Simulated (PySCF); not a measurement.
# [(H2O)3Cu(mu-NH2)Cu(H2O)3]3+: magnetic exchange

Aim: compute the magnetic exchange of [(H2O)3Cu(mu-NH2)Cu(H2O)3]3+.

Computed with PySCF 2.14.0 and routines of our own; the level stands in each step. Atoms count from 0.

## (1) The system as given

23 atoms, charge 3, high-spin multiplicity 3; geometry from: idealised, bond lengths from ionic radii.

The system (corner-sharing dimer): [(H2O)3Cu(mu-NH2)Cu(H2O)3]3+. The metals (Cu(II), Cu(II)) are 3.15 Å apart; the bridge angle is 112°; the spin sites are atom 0 (1 unpaired) and atom 1 (1 unpaired).

## (2) Magnetic exchange: B3LYP/def2-SVP H:def2-SV(P) in water

The job: settings as JSON, then the geometry in Å.

```
{"job": {"kind": "bs", "xc": "B3LYP", "basis": {"default": "def2-SVP", "H": "def2-SV(P)"}, "grid": 1, "solvent": "water"}, "charge": 3, "high_spin_multiplicity": 3, "spin_sites": [[[0], 1], [[1], 1]]}
Cu    -1.576600     0.149200     0.000000
Cu     1.576600     0.149200     0.000000
N     -0.000000     1.218600     0.000000
H     -0.000000     1.830600     0.816000
H     -0.000000     1.830600    -0.816000
O     -3.182100    -0.939900     0.000000
H     -3.671700    -1.272000     0.766300
H     -3.671700    -1.272000    -0.766300
O     -1.576600     0.149200     1.940000
H     -1.034700     0.691000     2.531700
H     -2.118400    -0.392700     2.531700
O     -1.576600     0.149200    -1.940000
H     -1.034700     0.691000    -2.531700
H     -2.118400    -0.392700    -2.531700
O      3.182100    -0.939900     0.000000
H      3.671700    -1.272000     0.766300
H      3.671700    -1.272000    -0.766300
O      0.806500    -0.986100     1.371800
H      1.031100    -1.012100     2.313200
H      0.112200    -1.652600     1.267200
O      2.346700     1.284400    -1.371800
H      3.041000     1.950900    -1.267200
H      2.122000     1.310400    -2.313200
```

Method: B3LYP/def2-SVP H:def2-SV(P) high-spin and broken-symmetry single points, IEF-PCM water.

Started as:

```sh
$ OMP_NUM_THREADS=1 python exch_run.py task.json out
```

The driver reads the jobs from task.json and runs them one after another.

The log of the run:

```text
high-spin state, multiplicity 3
final grid: 85688 points
cycle   1  E = -3792.7798722906  dE =  2.838e-02  |g| = 2.344e+00  |ddm| = 3.655e+00
cycle   2  E = -3789.7432607657  dE =  3.037e+00  |g| = 3.388e+00  |ddm| = 3.634e+00
cycle   3  E = -3794.2303109468  dE = -4.487e+00  |g| = 6.148e-01  |ddm| = 2.905e+00
cycle   4  E = -3794.3195173024  dE = -8.921e-02  |g| = 2.983e-01  |ddm| = 4.396e-01
cycle   5  E = -3794.3488179324  dE = -2.930e-02  |g| = 7.370e-02  |ddm| = 2.047e-01
cycle   6  E = -3794.3498731306  dE = -1.055e-03  |g| = 4.889e-02  |ddm| = 7.112e-02
cycle   7  E = -3794.3506179188  dE = -7.448e-04  |g| = 1.019e-02  |ddm| = 3.604e-02
cycle   8  E = -3794.3506512275  dE = -3.331e-05  |g| = 5.260e-03  |ddm| = 1.053e-02
cycle   9  E = -3794.3506667724  dE = -1.554e-05  |g| = 2.774e-03  |ddm| = 6.824e-03
cycle  10  E = -3794.3506741318  dE = -7.359e-06  |g| = 6.812e-04  |ddm| = 6.890e-03
cycle  11  E = -3794.3506750457  dE = -9.140e-07  |g| = 4.950e-04  |ddm| = 2.200e-03
cycle  12  E = -3794.3506753613  dE = -3.155e-07  |g| = 3.001e-04  |ddm| = 1.050e-03
cycle  13  E = -3794.3506756536  dE = -2.924e-07  |g| = 9.486e-05  |ddm| = 2.189e-03
cycle  14  E = -3794.3506756597  dE = -6.078e-09  |g| = 8.467e-05  |ddm| = 2.282e-04
converged SCF energy = -3794.3506756597

broken-symmetry state, M_S = 0, start: spins of the second site flipped
final grid: 85688 points
cycle   1  E = -3794.3503578537  dE = -3.394e-03  |g| = 8.869e-03  |ddm| = 1.348e-01
cycle   2  E = -3794.3504527956  dE = -9.494e-05  |g| = 7.047e-03  |ddm| = 2.603e-02
cycle   3  E = -3794.3504581466  dE = -5.351e-06  |g| = 7.689e-03  |ddm| = 1.132e-02
cycle   4  E = -3794.3504821284  dE = -2.398e-05  |g| = 1.445e-03  |ddm| = 6.773e-03
cycle   5  E = -3794.3504840991  dE = -1.971e-06  |g| = 7.550e-04  |ddm| = 2.295e-03
cycle   6  E = -3794.3504858972  dE = -1.798e-06  |g| = 3.920e-04  |ddm| = 3.317e-03
cycle   7  E = -3794.3504867220  dE = -8.248e-07  |g| = 2.509e-04  |ddm| = 3.005e-03
cycle   8  E = -3794.3504868463  dE = -1.244e-07  |g| = 1.593e-04  |ddm| = 1.037e-03
cycle   9  E = -3794.3504868808  dE = -3.445e-08  |g| = 1.004e-04  |ddm| = 6.156e-04
cycle  10  E = -3794.3504868866  dE = -5.837e-09  |g| = 2.934e-05  |ddm| = 1.362e-04
converged SCF energy = -3794.3504868866

<S^2> high spin = 2.0035, broken symmetry = 0.9814
E(HS) - E(BS) = -41.43 cm-1
J_noodleman = 41.43 cm-1
J_unprojected = 20.72 cm-1
J_yamaguchi = 40.53 cm-1
```

Wall time 76 s (1 thread of Arm Neoverse V1, shared host).

From this job:

| quantity | value |
| --- | --- |
| J (Yamaguchi) | 41 cm⁻¹ |
| low less high spin, projected | 0.2 kcal/mol |

Mulliken spin populations of the high-spin state:

Cu0 0.67; Cu1 0.67; N2 0.40; H3 -0.01; H4 -0.01; O5 0.03; H6 0.00; H7 0.00; O8 0.05; H9 0.00; H10 0.01; O11 0.05; H12 0.00; H13 0.01; O14 0.03; H15 0.00; H16 0.00; O17 0.05; H18 0.00; H19 0.00; O20 0.05; H21 0.01; H22 0.00

## (3) Magnetic exchange: CASSCF and SC-NEVPT2/def2-SVP H:def2-SV(P) (2,2) in water

The job, as its differences from that of step 2:

```diff
@@ -1,2 +1,2 @@
-{"job": {"kind": "bs", "xc": "B3LYP", "basis": {"default": "def2-SVP", "H": "def2-SV(P)"}, "grid": 1, "solvent": "water"}, "charge": 3, "high_spin_multiplicity": 3, "spin_sites": [[[0], 1], [[1], 1]]}
+{"job": {"kind": "cas", "xc": "B3LYP", "basis": {"default": "def2-SVP", "H": "def2-SV(P)"}, "grid": 1, "active": "magnetic", "zfs": false, "npt": 3, "solvent": "water"}, "charge": 3, "high_spin_multiplicity": 3, "spin_sites": [[[0], 1], [[1], 1]]}
 Cu    -1.576600     0.149200     0.000000
```

Level: CASSCF and SC-NEVPT2/def2-SVP H:def2-SV(P) spin states, IEF-PCM water.

The log of the run:

```text
start orbitals: natural orbitals of the high-spin B3LYP determinant (converged)
active space: 2 electrons in 2 orbitals, 61 closed; orbitals optimised for multiplicities 3 1
macro   0  E = -3788.3754568231  dE =  0.000e+00  |g| = 1.126e+00
macro   1  E = -3788.4757372046  dE = -1.003e-01  |g| = 2.947e-01
macro   2  E = -3788.5051403066  dE = -2.940e-02  |g| = 3.610e-01
macro   3  E = -3788.5110260638  dE = -5.886e-03  |g| = 1.078e-01
macro   4  E = -3788.5118808198  dE = -8.548e-04  |g| = 1.968e-02
macro   5  E = -3788.5119507890  dE = -6.997e-05  |g| = 1.101e-02
macro   6  E = -3788.5119580683  dE = -7.279e-06  |g| = 2.732e-03
macro   7  E = -3788.5119593009  dE = -1.233e-06  |g| = 1.683e-03
macro   8  E = -3788.5119605541  dE = -1.253e-06  |g| = 1.864e-03
macro   9  E = -3788.5119625794  dE = -2.025e-06  |g| = 2.524e-03
macro  10  E = -3788.5119637630  dE = -1.184e-06  |g| = 1.698e-03
macro  11  E = -3788.5119640986  dE = -3.356e-07  |g| = 4.743e-04
macro  12  E = -3788.5119641276  dE = -2.904e-08  |g| = 1.397e-04
CASSCF converged, mean energy = -3788.5119641276
2S+1 = 3  root 0  E(CAS) = -3788.51203972  E(NEVPT2) = -3790.43534573  occupations 1.000 1.000
2S+1 = 1  root 0  E(CAS) = -3788.51188854  E(NEVPT2) = -3790.43521328  occupations 1.017 0.983
```

Wall time 22 s (1 thread of Arm Neoverse V1, shared host).

The solvent's field is frozen at that of the high-spin determinant; only differences between these total energies have meaning.

From this job:

| quantity | value |
| --- | --- |
| J (CASSCF) | 17 cm⁻¹ |
| J (NEVPT2) | 15 cm⁻¹ |
| low less high spin (NEVPT2) | 0.1 kcal/mol |
| diradical index y0 | 0.98 |

## (4) Magnetic exchange: LC-wPBE/def2-SVP H:def2-SV(P) in water

The job, as its differences from that of step 3:

```diff
@@ -1,2 +1,2 @@
-{"job": {"kind": "cas", "xc": "B3LYP", "basis": {"default": "def2-SVP", "H": "def2-SV(P)"}, "grid": 1, "active": "magnetic", "zfs": false, "npt": 3, "solvent": "water"}, "charge": 3, "high_spin_multiplicity": 3, "spin_sites": [[[0], 1], [[1], 1]]}
+{"job": {"kind": "bs", "xc": "LC-wPBE", "basis": {"default": "def2-SVP", "H": "def2-SV(P)"}, "grid": 1, "solvent": "water"}, "charge": 3, "high_spin_multiplicity": 3, "spin_sites": [[[0], 1], [[1], 1]]}
 Cu    -1.576600     0.149200     0.000000
```

Method: LC-wPBE/def2-SVP H:def2-SV(P) high-spin and broken-symmetry single points, IEF-PCM water.

The log of the run:

```text
high-spin state, multiplicity 3
final grid: 85688 points
cycle   1  E = -3793.5676322607  dE = -5.229e-03  |g| = 5.231e-02  |ddm| = 1.400e-01
cycle   2  E = -3793.5674427617  dE =  1.895e-04  |g| = 6.674e-02  |ddm| = 7.364e-02
cycle   3  E = -3793.5686829311  dE = -1.240e-03  |g| = 8.220e-03  |ddm| = 3.886e-02
cycle   4  E = -3793.5687121415  dE = -2.921e-05  |g| = 3.270e-03  |ddm| = 7.754e-03
cycle   5  E = -3793.5687213707  dE = -9.229e-06  |g| = 8.160e-04  |ddm| = 5.380e-03
cycle   6  E = -3793.5687225324  dE = -1.162e-06  |g| = 4.883e-04  |ddm| = 2.117e-03
cycle   7  E = -3793.5687227922  dE = -2.598e-07  |g| = 2.205e-04  |ddm| = 7.412e-04
cycle   8  E = -3793.5687229091  dE = -1.168e-07  |g| = 1.247e-04  |ddm| = 6.944e-04
cycle   9  E = -3793.5687229469  dE = -3.789e-08  |g| = 7.042e-05  |ddm| = 3.636e-04
cycle  10  E = -3793.5687229695  dE = -2.258e-08  |g| = 4.270e-05  |ddm| = 3.354e-04
cycle  11  E = -3793.5687229789  dE = -9.390e-09  |g| = 2.615e-05  |ddm| = 2.111e-04
converged SCF energy = -3793.5687229789

broken-symmetry state, M_S = 0, start: spins of the second site flipped
final grid: 85688 points
cycle   1  E = -3793.5678489072  dE = -2.304e-03  |g| = 1.338e-02  |ddm| = 7.534e-02
cycle   2  E = -3793.5681447201  dE = -2.958e-04  |g| = 5.606e-03  |ddm| = 3.082e-02
cycle   3  E = -3793.5682114501  dE = -6.673e-05  |g| = 5.274e-03  |ddm| = 1.914e-02
cycle   4  E = -3793.5682265904  dE = -1.514e-05  |g| = 1.435e-03  |ddm| = 6.046e-03
cycle   5  E = -3793.5682337703  dE = -7.180e-06  |g| = 7.473e-04  |ddm| = 6.075e-03
cycle   6  E = -3793.5682360721  dE = -2.302e-06  |g| = 6.019e-04  |ddm| = 2.890e-03
cycle   7  E = -3793.5682381123  dE = -2.040e-06  |g| = 3.462e-04  |ddm| = 3.510e-03
cycle   8  E = -3793.5682390254  dE = -9.132e-07  |g| = 2.585e-04  |ddm| = 2.741e-03
cycle   9  E = -3793.5682391913  dE = -1.659e-07  |g| = 1.132e-04  |ddm| = 1.647e-03
cycle  10  E = -3793.5682396773  dE = -4.860e-07  |g| = 4.763e-05  |ddm| = 6.191e-04
cycle  11  E = -3793.5682396845  dE = -7.160e-09  |g| = 2.909e-05  |ddm| = 2.061e-04
converged SCF energy = -3793.5682396845

<S^2> high spin = 2.0036, broken symmetry = 0.9919
E(HS) - E(BS) = -106.07 cm-1
J_noodleman = 106.07 cm-1
J_unprojected = 53.04 cm-1
J_yamaguchi = 104.84 cm-1
```

It took 67 s on 1 thread of Arm Neoverse V1, shared host.

Key values:

| quantity | value |
| --- | --- |
| J (Yamaguchi) | 105 cm⁻¹ |
| low less high spin, projected | 0.6 kcal/mol |

## (5) Magnetic exchange: CASSCF and SC-NEVPT2/def2-SVP H:def2-SV(P) (2,2) in water

The job, as its differences from that of step 4:

```diff
@@ -1,2 +1,2 @@
-{"job": {"kind": "bs", "xc": "LC-wPBE", "basis": {"default": "def2-SVP", "H": "def2-SV(P)"}, "grid": 1, "solvent": "water"}, "charge": 3, "high_spin_multiplicity": 3, "spin_sites": [[[0], 1], [[1], 1]]}
+{"job": {"kind": "cas", "xc": "B3LYP", "basis": {"default": "def2-SVP", "H": "def2-SV(P)"}, "grid": 1, "active": "magnetic", "zfs": false, "npt": 3, "solvent": "water", "fc": false, "conv": 5e-05}, "charge": 3, "high_spin_multiplicity": 3, "spin_sites": [[[0], 1], [[1], 1]]}
 Cu    -1.576600     0.149200     0.000000
```

Method: CASSCF and SC-NEVPT2/def2-SVP H:def2-SV(P) spin states, IEF-PCM water.

The log of the run:

```text
start orbitals: natural orbitals of the high-spin B3LYP determinant (converged)
active space: 2 electrons in 2 orbitals, 61 closed; orbitals optimised for multiplicities 3 1
macro   0  E = -3788.3754568231  dE =  0.000e+00  |g| = 1.126e+00
macro   1  E = -3788.4757372046  dE = -1.003e-01  |g| = 2.947e-01
macro   2  E = -3788.5051403066  dE = -2.940e-02  |g| = 3.610e-01
macro   3  E = -3788.5110260638  dE = -5.886e-03  |g| = 1.078e-01
macro   4  E = -3788.5118808198  dE = -8.548e-04  |g| = 1.968e-02
macro   5  E = -3788.5119507890  dE = -6.997e-05  |g| = 1.101e-02
macro   6  E = -3788.5119580683  dE = -7.279e-06  |g| = 2.732e-03
macro   7  E = -3788.5119593009  dE = -1.233e-06  |g| = 1.683e-03
macro   8  E = -3788.5119605541  dE = -1.253e-06  |g| = 1.864e-03
macro   9  E = -3788.5119625794  dE = -2.025e-06  |g| = 2.524e-03
macro  10  E = -3788.5119637630  dE = -1.184e-06  |g| = 1.698e-03
macro  11  E = -3788.5119640986  dE = -3.356e-07  |g| = 4.743e-04
macro  12  E = -3788.5119641276  dE = -2.904e-08  |g| = 1.397e-04
macro  13  E = -3788.5119641305  dE = -2.923e-09  |g| = 9.825e-05
macro  14  E = -3788.5119641325  dE = -1.992e-09  |g| = 6.365e-05
macro  15  E = -3788.5119641335  dE = -1.016e-09  |g| = 4.779e-05
CASSCF converged, mean energy = -3788.5119641335
2S+1 = 3  root 0  E(CAS) = -3788.51203974  E(NEVPT2) = -3790.45843901  occupations 1.000 1.000
2S+1 = 1  root 0  E(CAS) = -3788.51188853  E(NEVPT2) = -3790.45830647  occupations 1.017 0.983
```

Run time: 66 s. Hardware: 1 thread of Arm Neoverse V1, shared host.

The solvent's field is frozen at that of the high-spin determinant; only differences between these total energies have meaning.

In short:

| quantity | value |
| --- | --- |
| J (CASSCF) | 17 cm⁻¹ |
| J (NEVPT2) | 15 cm⁻¹ |
| low less high spin (NEVPT2) | 0.1 kcal/mol |
| diradical index y0 | 0.98 |

## (6) The levels compared

J for H = −2J S1·S2; the gap is low spin less high spin (projected; unprojected where the broken-symmetry state collapsed; or NEVPT2):

| step | level | geometry | J (cm⁻¹) | gap (kcal/mol) | time |
| --- | --- | --- | --- | --- | --- |
| 2 | B3LYP/def2-SVP H:def2-SV(P) in water | one | 41 | 0.2 | 76 s |
| 3 | CASSCF and SC-NEVPT2/def2-SVP H:def2-SV(P) (2,2) in water | one | 15 | 0.1 | 22 s |
| 4 | LC-wPBE/def2-SVP H:def2-SV(P) in water | one | 105 | 0.6 | 67 s |
| 5 | CASSCF and SC-NEVPT2/def2-SVP H:def2-SV(P) (2,2) in water | one | 15 | 0.1 | 66 s |

CASSCF times leave out a start SCF that an earlier step had already made.

## (7) Outcome

| quantity | value |
| --- | --- |
| J (Yamaguchi) (step 2, B3LYP/def2-SVP H:def2-SV(P) in water) | 41 cm⁻¹ |
| low less high spin, projected (step 2, B3LYP/def2-SVP H:def2-SV(P) in water) | 0.2 kcal/mol |
| J | 15 (CASSCF and SC-NEVPT2/def2-SVP H:def2-SV(P) (2,2) in water) to 105 cm⁻¹ (LC-wPBE/def2-SVP H:def2-SV(P) in water) |

What this shows: The levels with a meaningful J put the high-spin state lower (ferromagnetic coupling), from 15 to 105 cm⁻¹. The functionals give up to 7 times the NEVPT2 value: they tend to spread the spin over bridges and ligands, while a small active space tends to give too little.
